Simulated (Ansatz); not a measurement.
# CH6ClGaN2: the cost of one run

Method: RKS revPBE/def2-SVP, in Ansatz 0.2.0.

### Step 1. The system as given

Bond lengths: N1–C2 1.394 Å, C2–N3 1.459 Å, N3–Ga4 1.885 Å, Ga4–Cl5 2.632 Å, N1–H6 1.080 Å, N1–H7 1.060 Å, C2–H8 1.072 Å, C2–H9 1.150 Å, N3–H10 1.064 Å, Ga4–H11 0.536 Å. Angles (14 of 15 angles, heavy atoms first): N1–C2–N3 110.1°, C2–N3–Ga4 126.5°, N3–Ga4–Cl5 97.7°, N1–C2–H8 111.0°, N1–C2–H9 107.7°, N3–C2–H8 108.4°, N3–C2–H9 112.6°, C2–N1–H6 112.6°, C2–N1–H7 110.2°, C2–N3–H10 106.1°, Ga4–N3–H10 112.7°, N3–Ga4–H11 130.3°, Cl5–Ga4–H11 66.3°, H8–C2–H9 107.2°.

As a file:

```xyz
11

N    -0.6137    0.5998    1.1668
C     0.2859   -0.4639    1.1129
N     0.8263   -0.5940   -0.2356
Ga   -0.1560   -0.9256   -1.8097
Cl   -0.5185    1.5795   -2.5311
H    -0.1614    1.5400    0.8893
H    -1.3712    0.4761    0.4354
H    -0.1933   -1.3868    1.3752
H     1.1028   -0.2707    1.8986
H     1.5288    0.1969   -0.3494
H    -0.6643   -0.8083   -1.9317
```

### Step 2. Relaxing end A

File input.yaml:

```yaml
crystal:
  periodic: [false, false, false]
  atoms:
    - { symbol: "N", position_ang: [-0.6137, 0.5998, 1.1668] }
    - { symbol: C, position_ang: [0.2859, -0.4639, 1.1129] }
    - { symbol: "N", position_ang: [0.8263, -0.594, -0.2356] }
    - { symbol: Ga, position_ang: [-0.156, -0.9256, -1.8097] }
    - { symbol: Cl, position_ang: [-0.5185, 1.5795, -2.5311] }
    - { symbol: H, position_ang: [-0.1614, 1.54, 0.8893] }
    - { symbol: H, position_ang: [-1.3712, 0.4761, 0.4354] }
    - { symbol: H, position_ang: [-0.1933, -1.3868, 1.3752] }
    - { symbol: H, position_ang: [1.1028, -0.2707, 1.8986] }
    - { symbol: H, position_ang: [1.5288, 0.1969, -0.3494] }
    - { symbol: H, position_ang: [-0.6643, -0.8083, -1.9317] }
basis:
  gaussian: { orbitals: def2-SVP }
hamiltonian:
  xc: revpbe
relax:
  f_tol: 0.015
  max_steps: 40
```

Launch:

```
$ ansatz run input.yaml --threads 2 --pin off --max-ram 3072MiB --backend cpu --events-out ev --progress --plain --runs-dir out
```

Q: Estimate wall time and peak memory on 2 threads of Arm Neoverse V2, shared host.

About 60 s, with a peak of 0.18 GiB.
